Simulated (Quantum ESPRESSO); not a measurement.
Crystal: Ti.

```
CELL_PARAMETERS angstrom
0.00000 1.97500 1.97500
1.97500 0.00000 1.97500
1.97500 1.97500 0.00000
ATOMIC_POSITIONS crystal
Ti 0.00000 0.00000 0.00000
```

The cell was built by a generator and needn't be a form met in nature.

Base run:

* Program: Quantum ESPRESSO 7.5
* Functional: PBEsol
* Potentials or basis: GBRV 1.5 PBEsol
* Cutoff: 612 eV
* Density cutoff: 4898 eV
* k mesh: 16 × 16 × 16
* Occupations: methfessel-paxton, width 0.1 eV
* Spin: no spin polarisation

Its results: band gap on the k mesh none (metal or under the smearing width); pressure 10.4 GPa.

Problem. The run is repeated on the same cell with these changes: functional from PBEsol to LDA; potentials or basis from GBRV 1.5 PBEsol to GBRV 1.5 LDA. What comes out?

Solution. Band gap on the k mesh none (metal or under the smearing width); pressure 5.2 GPa.

Not every run made on this cell is shown here.
